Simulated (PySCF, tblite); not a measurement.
# C₇H₁₃NOSi: geometry, infrared bands and NMR shifts

What infrared bands and NMR shifts should C₇H₁₃NOSi (`C[C@@H]([SiH3])[C@](C)(C=O)CC#N`) show?

Computed with tblite 0.8.0 and PySCF 2.14.0, with density-fitted response routines of our own, on a single molecule in the gas phase. Atoms count from 0, in the outputs and in this text.

### Step 1. Starting geometry

23 atoms, charge 0, multiplicity 1; geometry from: force field or distance geometry start.

Bonds of the start (Å): C0–C1 1.50, C1–Si2 1.86, C1–C3 1.50, C3–C4 1.51, C3–C5 1.51, C5–O6 1.22, C3–C7 1.51, C7–C8 1.47, C8–N9 1.16, C0–H10 1.10, C0–H11 1.13, C0–H12 1.13, C1–H13 1.14, Si2–H14 1.45, Si2–H15 1.44, Si2–H16 1.50, C4–H17 1.13, C4–H18 1.11, C4–H19 1.10, C5–H20 1.09, C7–H21 1.10, C7–H22 1.11.

### Step 2. Relaxing the molecule with GFN2-xTB

Job settings and geometry (Å):

```
{"job": {"kind": "relax", "xc": "GFN2-xTB", "basis": "xTB"}, "charge": 0, "multiplicity": 1}
C     -1.667100     0.688100     0.754700
C     -0.694700    -0.349600     0.291900
Si    -1.505400    -1.423500    -0.989700
C      0.644800     0.181100    -0.114600
C      0.577500     1.162800    -1.265000
C      1.515200    -0.934100    -0.650900
O      1.116400    -2.081400    -0.716300
C      1.336700     0.823800     1.058000
C      1.493500    -0.211500     2.089900
N      1.592400    -1.012600     2.917300
H     -1.229800     1.684800     0.901100
H     -2.483200     0.821200    -0.020800
H     -2.171600     0.377600     1.721100
H     -0.508000    -1.028400     1.187900
H     -1.107600    -2.805200    -0.833900
H     -1.279600    -0.849400    -2.294900
H     -2.980300    -1.400000    -0.741800
H      1.590300     1.137300    -1.758900
H      0.374500     2.174200    -0.848800
H     -0.187300     0.849700    -1.985300
H      2.515900    -0.657900    -0.972700
H      0.724100     1.627200     1.494900
H      2.328600     1.252700     0.786800
```

Run with:

```sh
$ OMP_NUM_THREADS=1 python probes_run.py task.json out
```

The driver reads the jobs from task.json and runs them one after another.

Output:

```text
step      E/eV     max force
  0    -823.22908    2.195
  1    -823.42368    4.212
  2    -823.43113    4.783
  3    -823.55227    1.882
  4    -823.58521    0.900
  5    -823.61317    0.435
  6    -823.65603    0.282
  7    -823.67209    0.276
  8    -823.68438    0.220
  9    -823.69588    0.192
 10    -823.70884    0.303
 11    -823.71970    0.310
 12    -823.72887    0.213
 13    -823.73676    0.196
 14    -823.74361    0.174
 15    -823.74907    0.167
 16    -823.75373    0.149
 17    -823.75884    0.208
 18    -823.76494    0.236
 19    -823.77113    0.188
 20    -823.77687    0.150
 21    -823.78306    0.178
 22    -823.79128    0.291
 23    -823.80304    0.415
 24    -823.81797    0.490
 25    -823.83332    0.385
 26    -823.84725    0.238
 27    -823.86060    0.240
 28    -823.87305    0.295
 29    -823.88226    0.205
 30    -823.87818    0.937
 31    -823.89095    0.198
 32    -823.89376    0.182
 33    -823.90063    0.283
 34    -823.90488    0.318
 35    -823.90924    0.237
 36    -823.91207    0.136
 37    -823.91481    0.154
 38    -823.91713    0.167
 39    -823.91911    0.175
 40    -823.92086    0.147
 41    -823.92306    0.162
 42    -823.92639    0.234
 43    -823.93097    0.256
 44    -823.93584    0.222
 45    -823.94008    0.183
 46    -823.94326    0.131
 47    -823.94581    0.117
 48    -823.94789    0.092
 49    -823.94921    0.080
 50    -823.95000    0.092
 51    -823.95090    0.109
 52    -823.95199    0.073
 53    -823.95381    0.056
 54    -823.95442    0.063
 55    -823.95533    0.053
 56    -823.95572    0.035
 57    -823.95599    0.038
 58    -823.95615    0.038
 59    -823.95632    0.030
 60    -823.95646    0.021
 61    -823.95657    0.018
 62    -823.95665    0.019
 63    -823.95670    0.018
 64    -823.95674    0.017
 65    -823.95679    0.015
 66    -823.95684    0.020
 67    -823.95690    0.020
 68    -823.95696    0.016
 69    -823.95702    0.015
 70    -823.95706    0.015
 71    -823.95711    0.020
 72    -823.95715    0.016
 73    -823.95719    0.015
 74    -823.95723    0.014
 75    -823.95726    0.015
 76    -823.95731    0.017
 77    -823.95735    0.013
 78    -823.95738    0.010
 79    -823.95742    0.015
 80    -823.95746    0.020
 81    -823.95750    0.018
 82    -823.95755    0.021
 83    -823.95761    0.022
 84    -823.95768    0.017
 85    -823.95774    0.018
 86    -823.95780    0.014
 87    -823.95783    0.013
 88    -823.95784    0.009
```

Wall time 0.89 s (1 thread of Arm Neoverse V1, shared host); peak memory 0.18 GiB.

Relaxation path: (not every step is listed)

| step | energy from step 0 (eV) | largest force (eV/Å) |
| --- | --- | --- |
| 0 | 0.0000 | 2.1955 |
| 1 | -0.1946 | 4.2117 |
| 2 | -0.2021 | 4.7829 |
| 3 | -0.3232 | 1.8815 |
| 4 | -0.3561 | 0.8996 |
| 5 | -0.3841 | 0.4347 |
| 6 | -0.4270 | 0.2821 |
| 7 | -0.4430 | 0.2758 |
| 8 | -0.4553 | 0.2199 |
| 15 | -0.5200 | 0.1670 |
| 22 | -0.5622 | 0.2908 |
| 29 | -0.6532 | 0.2047 |
| 36 | -0.6830 | 0.1359 |
| 43 | -0.7019 | 0.2562 |
| 50 | -0.7209 | 0.0919 |
| 57 | -0.7269 | 0.0382 |
| 64 | -0.7277 | 0.0167 |
| 71 | -0.7280 | 0.0199 |
| 78 | -0.7283 | 0.0104 |
| 83 | -0.7285 | 0.0220 |
| 84 | -0.7286 | 0.0172 |
| 85 | -0.7287 | 0.0181 |
| 86 | -0.7287 | 0.0141 |
| 87 | -0.7287 | 0.0130 |
| 88 | -0.7288 | 0.0094 |

Distances of close pairs at the start and the end, largest changes first:

| bond | before (Å) | after (Å) | change (Å) |
| --- | --- | --- | --- |
| C1–Si2 | 1.858 | 1.929 | +0.070 |
| C0–H12 | 1.134 | 1.087 | -0.047 |
| C0–H11 | 1.134 | 1.087 | -0.046 |
| C1–H13 | 1.139 | 1.097 | -0.043 |
| C3–C7 | 1.506 | 1.547 | +0.041 |
| C1–C3 | 1.497 | 1.535 | +0.038 |
| C4–H17 | 1.127 | 1.090 | -0.037 |
| C0–C1 | 1.496 | 1.526 | +0.031 |

The end geometry stands in the next job.

### Step 3. Harmonic vibrations with GFN2-xTB

Job settings and geometry (Å):

```
{"job": {"kind": "ir", "xc": "GFN2-xTB", "basis": "xTB"}, "charge": 0, "multiplicity": 1}
C     -1.725198     0.763131     0.666425
C     -0.739265    -0.354179     0.335735
Si    -1.514550    -1.603221    -0.912466
C      0.631380     0.182944    -0.099954
C      0.537677     1.236542    -1.215341
C      1.441536    -0.940888    -0.688512
O      0.972078    -1.930909    -1.173793
C      1.422752     0.789966     1.082012
C      1.708825    -0.202328     2.085938
N      1.939447    -0.996126     2.875348
H     -1.317284     1.476124     1.383590
H     -2.025858     1.304984    -0.226818
H     -2.619840     0.332847     1.108340
H     -0.562565    -0.915665     1.261041
H     -1.252864    -2.984229    -0.539743
H     -1.236851    -1.255281    -2.305282
H     -2.964928    -1.386706    -0.746763
H      1.525373     1.458973    -1.618368
H      0.111868     2.158170    -0.826776
H     -0.090863     0.871347    -2.022515
H      2.536510    -0.782703    -0.686398
H      0.845739     1.595904     1.542217
H      2.372128     1.208289     0.732161
```

Output:

```text
mode    cm-1     km/mol
  1      48.0      3.52
  2      61.0      1.59
  3      85.9      3.73
  4     140.3      4.97
  5     188.6     50.60
  6     203.9      1.72
  7     226.7      0.30
  8     266.0      0.44
  9     282.8      0.29
 10     307.9      2.45
 11     315.2      0.82
 12     326.1      4.12
 13     338.0      3.41
 14     354.8      1.20
 15     384.1      2.96
 16     446.1      4.34
 17     541.0     24.05
 18     571.2     58.84
 19     600.8     26.76
 20     634.5     38.28
 21     686.6     26.24
 22     746.6    245.34
 23     805.2     66.62
 24     858.5    314.13
 25     877.2     37.26
 26     882.1     97.49
 27     898.3     30.35
 28     944.1      0.91
 29     974.6     16.40
 30    1002.0     10.31
 31    1017.8      2.40
 32    1050.4      8.84
 33    1088.6      3.49
 34    1111.9      8.47
 35    1129.1      4.47
 36    1182.6     14.74
 37    1241.3      8.33
 38    1263.9      8.88
 39    1280.5      8.60
 40    1327.5      3.80
 41    1366.1     13.55
 42    1401.5      6.32
 43    1417.8      2.96
 44    1433.6      7.94
 45    1487.7      3.80
 46    1490.0      3.94
 47    1512.5      2.68
 48    1522.5      2.18
 49    1782.6    224.60
 50    2164.8    424.36
 51    2263.5    246.03
 52    2341.7    268.92
 53    2412.8    194.47
 54    2777.7    115.95
 55    2923.5     40.35
 56    2944.5     18.84
 57    2973.1      3.99
 58    2989.9     62.27
 59    3012.6     32.30
 60    3033.9     26.75
 61    3041.0     21.20
 62    3050.2     25.10
 63    3057.2     12.32
```

Wall time 1.2 s (1 thread of Arm Neoverse V1, shared host); peak memory 0.18 GiB.

Which atoms move in the most intense modes:

| cm⁻¹ | km/mol | atoms |
| --- | --- | --- |
| 747 | 245.3 | H15 41 %, H14 41 % |
| 858 | 314.1 | H16 40 %, H14 31 %, H15 23 % |
| 1783 | 224.6 | C5 60 %, O6 39 % |
| 2165 | 424.4 | H16 94 % |
| 2264 | 246.0 | H15 94 % |
| 2342 | 268.9 | H14 96 % |
| 2413 | 194.5 | C8 60 %, N9 39 % |
| 2778 | 116.0 | H20 94 % |

### Step 4. Shielding tensors: PBE0/pcSseg-1

Same as in step 3 but for these lines:

```diff
@@ -1,2 +1,2 @@
-{"job": {"kind": "ir", "xc": "GFN2-xTB", "basis": "xTB"}, "charge": 0, "multiplicity": 1}
+{"job": {"kind": "nmr", "xc": "PBE0", "basis": "pcSseg-1"}, "charge": 0, "multiplicity": 1}
 C     -1.725198     0.763131     0.666425
```

With the program's defaults for keys left out, this is: GIAO PBE0/pcSseg-1 NMR shielding, non-relativistic, gas phase.

Output:

```text
coarse grid: 19440 points
cycle   1  E = -693.1133455964  dE =  1.266e+00  |g| = 8.560e-01  |ddm| = 4.309e+00
cycle   2  E = -692.5795305492  dE =  5.338e-01  |g| = 1.850e+00  |ddm| = 2.529e+00
cycle   3  E = -693.2648257422  dE = -6.853e-01  |g| = 1.804e-01  |ddm| = 1.918e+00
cycle   4  E = -693.2713040308  dE = -6.478e-03  |g| = 8.297e-02  |ddm| = 2.276e-01
cycle   5  E = -693.2727329316  dE = -1.429e-03  |g| = 3.453e-02  |ddm| = 9.745e-02
cycle   6  E = -693.2729594596  dE = -2.265e-04  |g| = 9.885e-03  |ddm| = 2.929e-02
cycle   7  E = -693.2729786947  dE = -1.924e-05  |g| = 2.835e-03  |ddm| = 9.379e-03
cycle   8  E = -693.2729803500  dE = -1.655e-06  |g| = 6.004e-04  |ddm| = 2.781e-03
final grid: 182424 points
cycle   9  E = -693.3440011872  dE = -7.036e-05  |g| = 1.302e-02  |ddm| = 5.405e-02
cycle  10  E = -693.3439289644  dE =  7.222e-05  |g| = 2.336e-02  |ddm| = 2.904e-02
cycle  11  E = -693.3440351316  dE = -1.062e-04  |g| = 3.259e-03  |ddm| = 2.029e-02
cycle  12  E = -693.3440372281  dE = -2.096e-06  |g| = 6.159e-04  |ddm| = 2.812e-03
cycle  13  E = -693.3440372800  dE = -5.191e-08  |g| = 3.884e-04  |ddm| = 7.161e-04
cycle  14  E = -693.3440373101  dE = -3.011e-08  |g| = 1.080e-04  |ddm| = 3.351e-04
cycle  15  E = -693.3440373127  dE = -2.628e-09  |g| = 2.218e-05  |ddm| = 1.202e-04
cycle  16  E = -693.3440373128  dE = -1.153e-10  |g| = 5.182e-06  |ddm| = 2.282e-05
converged SCF energy = -693.3440373128

GIAO shielding tensors (ppm)
atom      isotropic    diamagn.    paramagn.     s11        s22        s33       span
  0 C      171.553     247.966     -76.413    160.327    170.883    183.448     23.121
  1 C      168.589     252.239     -83.650    158.059    165.832    181.876     23.818
  2 Si     416.592     880.225    -463.633    367.024    405.616    477.135    110.112
  3 C      133.153     253.205    -120.052    116.548    129.662    153.250     36.702
  4 C      169.796     247.527     -77.731    153.745    167.132    188.511     34.766
  5 C      -26.709     252.503    -279.212   -122.330    -38.747     80.951    203.281
  6 O     -319.155     404.375    -723.529   -858.530   -437.603    338.670   1197.200
  7 C      163.114     250.944     -87.830    141.039    163.723    184.579     43.540
  8 C       64.722     261.659    -196.936    -52.172    -45.984    292.322    344.494
  9 N      -37.709     340.607    -378.316   -211.204   -204.860    302.936    514.141
 10 H       30.725      31.970      -1.245     24.896     30.028     37.252     12.355
 11 H       30.853      31.794      -0.942     26.861     28.861     36.836      9.974
 12 H       30.385      30.470      -0.086     25.406     27.812     37.935     12.529
 13 H       30.137      35.507      -5.370     25.746     29.126     35.539      9.793
 14 H       27.129      30.283      -3.154     23.264     25.178     32.946      9.682
 15 H       27.500      30.476      -2.976     24.237     26.456     31.808      7.571
 16 H       28.121      30.144      -2.022     23.895     27.105     33.364      9.470
 17 H       30.889      31.268      -0.379     26.352     28.672     37.643     11.291
 18 H       30.796      31.732      -0.936     26.781     29.311     36.294      9.512
 19 H       30.553      31.751      -1.198     24.466     29.963     37.229     12.763
 20 H       22.040      30.914      -8.874     19.085     21.067     25.968      6.883
 21 H       29.036      30.826      -1.790     25.330     28.816     32.962      7.633
 22 H       29.391      30.029      -0.638     23.459     29.570     35.144     11.686
```

Run time: 72 s. Hardware: 1 thread of Arm Neoverse V1, shared host; peak memory 1.2 GiB.

Shifts follow as δ = σ(reference) − σ, with reference shieldings (ppm) from runs at the same level and on the same kind of geometry: ¹H TMS 31.72, ¹³C TMS 186.9, ²⁹Si TMS 349.2, ¹⁵N NH3 267.7, ¹⁷O H2O 336.1. The references are single molecules in the gas phase, so shifts against H2O, NH3, PH3, H3PO4 or CFCl3 are not on the usual liquid scales and can be off by tens of ppm. Atoms listed in one row are averaged.

| atoms | environment | σ (ppm) | δ (ppm) | δ scaled to CDCl3 |
| --- | --- | --- | --- | --- |
| C5 | aldehyde carbonyl carbon | -26.7 | 213.6 | 206.6 |
| C8 | nitrile carbon | 64.7 | 122.2 | 117.4 |
| C3 | quaternary sp3 carbon α to a carbonyl | 133.2 | 53.8 | 50.6 |
| C7 | sp3 CH2 α to a nitrile | 163.1 | 23.8 | 21.3 |
| C1 | sp3 CH bonded to Si | 168.6 | 18.3 | 16.0 |
| C4 | methyl carbon | 169.8 | 17.1 | 14.8 |
| C0 | methyl carbon | 171.6 | 15.4 | 13.1 |
| H20 | hydrogen on an aldehyde carbonyl carbon | 22.04 | 9.68 | 9.23 |
| H14, H15, H16 | hydrogen on a silicon bonded to C | 27.58 | 4.13 | – |
| H21 | hydrogen on an sp3 CH2 α to a nitrile | 29.04 | 2.68 | 2.63 |
| H22 | hydrogen on an sp3 CH2 α to a nitrile | 29.39 | 2.33 | 2.30 |
| H13 | hydrogen on an sp3 CH bonded to Si | 30.14 | 1.58 | 1.59 |
| H10, H11, H12 | hydrogen on a methyl carbon | 30.65 | 1.06 | 1.11 |
| H17, H18, H19 | hydrogen on a methyl carbon | 30.75 | 0.97 | 1.02 |
| Si2 | silicon bonded to C, 3 H | 416.6 | -67.4 | – |
| O6 | aldehyde oxygen | -319.2 | 655.2 | – |
| N9 | nitrile nitrogen | -37.7 | 305.4 | – |

The scaled column applies a straight-line fit of computed shieldings to shifts measured in CDCl3 (root-mean-square error 0.16 ppm for H, 1.9 ppm for C).

Charges from the same density, by scheme (e):

| atoms | Mulliken | IAO | Hirshfeld | ESP fit |
| --- | --- | --- | --- | --- |
| C0 | -0.21 | -0.41 | -0.12 | -0.47 |
| C1 | -0.47 | -0.37 | -0.11 | 0.06 |
| Si2 | 0.56 | 0.60 | 0.27 | 0.31 |
| C3 | -0.68 | 0.00 | 0.02 | 0.38 |
| C4 | -0.12 | -0.41 | -0.11 | -0.40 |
| C5 | 0.44 | 0.27 | 0.15 | 0.29 |
| O6 | -0.36 | -0.35 | -0.15 | -0.39 |
| C7 | -0.07 | -0.30 | -0.04 | -0.63 |
| C8 | 0.05 | 0.13 | 0.09 | 0.47 |
| N9 | -0.23 | -0.24 | -0.22 | -0.49 |

Mayer bond orders: C0–C1 1.06, C1–Si2 0.83, C1–C3 0.96, C3–C4 1.02, C3–C5 0.92, C5–O6 1.95, C3–C7 0.97, C7–C8 1.02, C8–N9 3.04.

### Step 5. What came out

| quantity | value |
| --- | --- |
| strongest single infrared mode (GFN2-xTB) | 2165 cm⁻¹, 424 km/mol |
| zero-point energy (GFN2-xTB) | 113.1 kcal/mol |
| ¹³C shifts against TMS (PBE0/pcSseg-1) | 213.6, 122.2, 53.8, 23.8, 18.3, 17.1, 15.4 ppm |
| ¹H shifts against TMS (PBE0/pcSseg-1, means over atoms taken as alike) | 9.68, 4.13, 2.68, 2.33, 1.58, 1.06, 0.97 ppm |
| ²⁹Si shifts against TMS (PBE0/pcSseg-1) | -67.4 ppm |
| ¹⁷O shifts against H2O (PBE0/pcSseg-1) | 655.2 ppm |
| ¹⁵N shifts against NH3 (PBE0/pcSseg-1) | 305.4 ppm |

Relaxing lowered the energy by 0.729 eV in 88 steps; the close pair that moved most is C1–Si2, from 1.858 to 1.929 Å. No mode is imaginary among the 63: a minimum at this level. The strongest single mode, at 2165 cm⁻¹, moves mainly H16. GFN2-xTB is a fitted tight-binding method: band positions and strengths are rough. Its intensities can rank the bands wrongly. C5 (aldehyde carbonyl carbon) lies farthest downfield among carbon, at 213.6 ppm; low-lying n→π* states of the double bond to the heteroatom give a large paramagnetic term (-279 ppm). The most deshielded hydrogen is H20 (hydrogen on an aldehyde carbonyl carbon), at 9.68 ppm: the formyl region, downfield of aromatic protons. At PBE0/pcSseg-1: Shielding is most anisotropic at O6 (span 1197 ppm, paramagnetic term -724 ppm).
